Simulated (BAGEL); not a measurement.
# CH3BN2O (SMILES C=NBN=O) at RI-MP2/cc-pVDZ (density fitting with qzvpp-jkfit)

Aim: the energy change on altering one bond length of CH3BN2O at RI-MP2/cc-pVDZ (density fitting with qzvpp-jkfit), from 2 runs. 

The calculation is run with BAGEL 1.2.2.

3 further runs of the same task are left out: 1 that didn't finish, 2 set aside as unsound or not needed.

## Step 1: Starting point

CH3BN2O has 8 atoms, charge 0, and is taken as a singlet. As SMILES, `C=NBN=O`. The coordinates come from a GFN2-xTB relaxation. This is one conformer, not always the lowest.

Bond lengths: C1–N2 1.252 Å, N2–B3 1.439 Å, B3–N4 1.313 Å, N4–O5 1.194 Å, C1–H6 1.097 Å, C1–H7 1.086 Å, B3–H8 1.176 Å. Angles: C1–N2–B3 129.5°, N2–B3–N4 126.2°, B3–N4–O5 164.1°, N2–C1–H6 126.0°, N2–C1–H7 118.4°, N2–B3–H8 124.5°, N4–B3–H8 109.2°, H6–C1–H7 115.6°.

## Step 2: The energy at RI-MP2/cc-pVDZ (density fitting with qzvpp-jkfit)

Contents of mp2.json:

```json
{ "bagel" : [

{
  "title" : "molecule",
  "basis" : "cc-pvdz.json",
  "df_basis" : "qzvpp-jkfit",
  "angstrom" : true,
  "geometry" : [
    { "atom" : "C", "xyz" : [       0.319470,      -0.008720,       1.650420 ] },
    { "atom" : "N", "xyz" : [      -0.267310,       0.359690,       0.607770 ] },
    { "atom" : "B", "xyz" : [      -0.100380,      -0.097370,      -0.746580 ] },
    { "atom" : "N", "xyz" : [      -0.656070,       0.424430,      -1.815630 ] },
    { "atom" : "O", "xyz" : [      -0.969040,       0.677910,      -2.940010 ] },
    { "atom" : "H", "xyz" : [       1.115730,      -0.760290,       1.710060 ] },
    { "atom" : "H", "xyz" : [       0.033620,       0.448660,       2.592600 ] },
    { "atom" : "H", "xyz" : [       0.523980,      -1.044320,      -1.058640 ] }
  ]
},

{ "title" : "hf" },

{ "title" : "mp2", "ncore" : 5 }

]}
```

The basis set cc-pVDZ is read from a file made from the Basis Set Exchange's data (not shown).

Started as:

```bash
$ BAGEL_NUM_THREADS=1 BAGEL mp2.json > mp2.out
```

Standard output:

```text
* using 1 threads per process

  ===============================================================
  ===============================================================

  *** Geometry ***

  { "atom" : "C", "xyz" : [      0.603711,     -0.016478,      3.118842 ] },
  { "atom" : "N", "xyz" : [     -0.505143,      0.679716,      1.148519 ] },
  { "atom" : "B", "xyz" : [     -0.189691,     -0.184003,     -1.410832 ] },
  { "atom" : "N", "xyz" : [     -1.239793,      0.802056,     -3.431043 ] },
  { "atom" : "O", "xyz" : [     -1.831220,      1.281064,     -5.555814 ] },
  { "atom" : "H", "xyz" : [      2.108424,     -1.436740,      3.231545 ] },
  { "atom" : "H", "xyz" : [      0.063533,      0.847845,      4.899304 ] },
  { "atom" : "H", "xyz" : [      0.990179,     -1.973479,     -2.000540 ] },

  Number of auxiliary basis functions:      435

  Since a DF basis is specified, we compute 2- and 3-index integrals:
    o Being stored without compression. Storage requirement is 0.025 GB

  Number of basis functions:       85
  Number of electrons      :       36

    * METHOD: MOLECULE                             0.53

  *** RHF ***

  === Nuclear Repulsion ===
   137.9451178410

      * DIIS with orbital gradients will be used.

  === RHF iteration (cc-pvdz.json) ===
      0       -247.78089261          0.01472064           0.10
      1       -247.90854984          0.00964297           0.10
      2       -247.95623716          0.00195218           0.10
      3       -247.96072943          0.00072827           0.10
      4       -247.96129678          0.00031106           0.09
      5       -247.96147782          0.00016512           0.10
      6       -247.96151224          0.00007765           0.10
      7       -247.96151994          0.00002663           0.10
      8       -247.96152067          0.00001433           0.10
      9       -247.96152090          0.00000724           0.10
     10       -247.96152098          0.00000314           0.10
     11       -247.96152099          0.00000166           0.10
     12       -247.96152100          0.00000098           0.10
     13       -247.96152100          0.00000053           0.10
     14       -247.96152100          0.00000037           0.08
     15       -247.96152100          0.00000032           0.08
     16       -247.96152100          0.00000027           0.08
     17       -247.96152100          0.00000018           0.09
     18       -247.96152100          0.00000013           0.09
     19       -247.96152100          0.00000008           0.09
     20       -247.96152100          0.00000004           0.09
     21       -247.96152100          0.00000002           0.09
     22       -247.96152100          0.00000001           0.09
     23       -247.96152100          0.00000001           0.09
    * SCF iteration converged.

    * Permanent dipole moment:
           (   -0.528411,     0.377951,    -0.762977) a.u.

    * METHOD: HF                                   2.62

  *** RHF ***

  === Nuclear Repulsion ===
   137.9451178410

      * DIIS with orbital gradients will be used.

  === RHF iteration (cc-pvdz.json) ===
      0       -247.96152100          0.00000000           0.08
    * SCF iteration converged.

    * Permanent dipole moment:
           (   -0.528410,     0.377951,    -0.762977) a.u.

  === DF-MP2 calculation ===

    * freezing 5 orbitals
    * 3-index integral transformation done
    * assembly done

      MP2 correlation energy:   -0.7162927948      0.12

      MP2 total energy:       -248.6778137952

    * METHOD: MP2                                  0.33

  ===============================================================
```

Wall time 4.2 s (1 thread of Intel Xeon at 2.50GHz (Skylake/Cascade Lake), shared host).

## Step 3: The distorted shape, same level

Contents of input.json:

```json
{ "bagel": [

{
  "title": "molecule",
  "basis": "cc-pvdz.json",
  "df_basis": "qzvpp-jkfit",
  "angstrom": "true",
  "geometry": [
    { "atom": "C", "xyz": [       0.269396,       0.128385,       2.056686 ] },
    { "atom": "N", "xyz": [      -0.317384,       0.496795,       1.014036 ] },
    { "atom": "B", "xyz": [      -0.100380,      -0.097370,      -0.746580 ] },
    { "atom": "N", "xyz": [      -0.656070,       0.424430,      -1.815630 ] },
    { "atom": "O", "xyz": [      -0.969040,       0.677910,      -2.940010 ] },
    { "atom": "H", "xyz": [       1.065656,      -0.623185,       2.116326 ] },
    { "atom": "H", "xyz": [      -0.016454,       0.585765,       2.998866 ] },
    { "atom": "H", "xyz": [       0.523980,      -1.044320,      -1.058640 ] }
  ]
},

{ "title": "hf" },

{ "title": "mp2", "ncore": 5 }

]}
```

The basis set cc-pVDZ is read from a file made from the Basis Set Exchange's data (not shown).

Started as:

```bash
$ BAGEL_NUM_THREADS=1 BAGEL input.json > input.out
```

Standard output:

```text
* using 1 threads per process

  ===============================================================
  ===============================================================

  *** Geometry ***

  { "atom" : "C", "xyz" : [      0.509085,      0.242612,      3.886573 ] },
  { "atom" : "N", "xyz" : [     -0.599769,      0.938806,      1.916250 ] },
  { "atom" : "B", "xyz" : [     -0.189691,     -0.184003,     -1.410832 ] },
  { "atom" : "N", "xyz" : [     -1.239793,      0.802056,     -3.431043 ] },
  { "atom" : "O", "xyz" : [     -1.831220,      1.281064,     -5.555814 ] },
  { "atom" : "H", "xyz" : [      2.013798,     -1.177649,      3.999277 ] },
  { "atom" : "H", "xyz" : [     -0.031094,      1.106935,      5.667035 ] },
  { "atom" : "H", "xyz" : [      0.990179,     -1.973479,     -2.000540 ] },

  Number of auxiliary basis functions:      435

  Since a DF basis is specified, we compute 2- and 3-index integrals:
    o Being stored without compression. Storage requirement is 0.025 GB

  Number of basis functions:       85
  Number of electrons      :       36

    * METHOD: MOLECULE                             0.43

  *** RHF ***

  === Nuclear Repulsion ===
   130.0705939053

      * DIIS with orbital gradients will be used.

  === RHF iteration (cc-pvdz.json) ===
      0       -247.71542158          0.01380234           0.11
      1       -247.84395714          0.00905994           0.11
      2       -247.89243050          0.00234305           0.11
      3       -247.89886088          0.00104636           0.12
      4       -247.90003008          0.00047650           0.11
      5       -247.90046195          0.00020978           0.11
      6       -247.90055454          0.00010101           0.10
      7       -247.90056888          0.00003971           0.10
      8       -247.90057097          0.00001964           0.10
      9       -247.90057148          0.00001016           0.10
     10       -247.90057160          0.00000470           0.10
     11       -247.90057162          0.00000253           0.09
     12       -247.90057163          0.00000135           0.10
     13       -247.90057163          0.00000070           0.11
     14       -247.90057164          0.00000046           0.10
     15       -247.90057164          0.00000038           0.11
     16       -247.90057164          0.00000032           0.11
     17       -247.90057164          0.00000025           0.11
     18       -247.90057164          0.00000019           0.11
     19       -247.90057164          0.00000012           0.11
     20       -247.90057164          0.00000006           0.11
     21       -247.90057164          0.00000003           0.11
     22       -247.90057164          0.00000002           0.10
     23       -247.90057164          0.00000001           0.08
    * SCF iteration converged.

    * Permanent dipole moment:
           (   -0.501727,     0.456143,    -0.263412) a.u.

    * METHOD: HF                                   2.86

  *** RHF ***

  === Nuclear Repulsion ===
   130.0705939053

      * DIIS with orbital gradients will be used.

  === RHF iteration (cc-pvdz.json) ===
      0       -247.90057164          0.00000001           0.10
    * SCF iteration converged.

    * Permanent dipole moment:
           (   -0.501727,     0.456143,    -0.263411) a.u.

  === DF-MP2 calculation ===

    * freezing 5 orbitals
    * 3-index integral transformation done
    * assembly done

      MP2 correlation energy:   -0.7277333417      0.09

      MP2 total energy:       -248.6283049799

    * METHOD: MP2                                  0.32

  ===============================================================
```

Wall time 4.2 s (1 thread of Intel Xeon at 2.50GHz (Skylake/Cascade Lake), shared host).

## Step 4: Summary of results

Level: RI-MP2/cc-pVDZ (density fitting with qzvpp-jkfit), 5 core orbitals frozen.

```
                                                         quantity          value
                                        first shape: total energy  -248.67781 Eh
         first shape: correlation energy (5 core orbitals frozen)     -716.3 mEh
                                    distorted shape: total energy  -248.62830 Eh
     distorted shape: correlation energy (5 core orbitals frozen)     -727.7 mEh
energy change with the N2–B3 bond stretched from 1.439 to 1.871 Å       1.347 eV
```

With the N2–B3 bond stretched from 1.439 to 1.871 Å the energy rises by 1.35 eV (31 kcal/mol). The first shape isn't relaxed at this level, so the change isn't measured from a minimum.
